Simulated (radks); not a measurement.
# Ar⁹⁺ in [He] 2s2 2p5: an all-electron calculation

What are the levels of the argon ion Ar9+, how large are its shells, and how does its energy divide?

Program: radks (a radial shooting solver on a logarithmic mesh, Libxc functionals) version 1. Level of theory: scalar-relativistic Kohn-Sham, BLYP, spin-polarised, spherical densities, finite nucleus; open shells are filled with parallel spins first. These are calculated values, not measurements, unless marked.

### Step 1. The system

* element: argon (Z = 18)
* charge: +9
* electrons: 9
* configuration: [He] 2s2 2p5
* nuclear rms radius: 3.4274 fm

Outer shells as boxes (Hund's rule):

Ar⁹⁺
```
[He] core
2s [↑↓]
2p [↑↓][↑↓][↑ ]
```

### Step 2. Self-consistent calculation

Settings of this run:

```text
Z 18
configuration [He] 2s2 2p5 3s0 3p0
relativity scalar-relativistic
functional b88,lyp
spin polarised
nucleus finite rms 3.4274 fm
c 137.035999084
```

Q: Predict the outcome of this run.

**Answer**, as computed:

| quantity | value |
| --- | --- |
| total energy | -492.64213 hartree |
| exchange-correlation share of it | 5.02 % |
| −T/E | 1.0060 |
| highest occupied level | 2p down, -451.80 eV |
| most extended occupied level | 2s down, <r> = 0.401 bohr |
| radius at density 0.001 e/bohr³ | 1.27 bohr |
| maxima of the radial density | 2 |
| ionisation energy, NIST | 479.8 (semi-emp.) eV |

**Reading.** The radial density shows 2 maxima for 2 occupied principal shells. −T/E is 1.006: with relativity the kinetic term as defined here no longer equals −E. The top level binds by 451.80 eV, 94 % of the NIST ionisation energy of 479.8 eV. Open shells are spherical and high-spin; term and fine-structure splittings are not resolved.
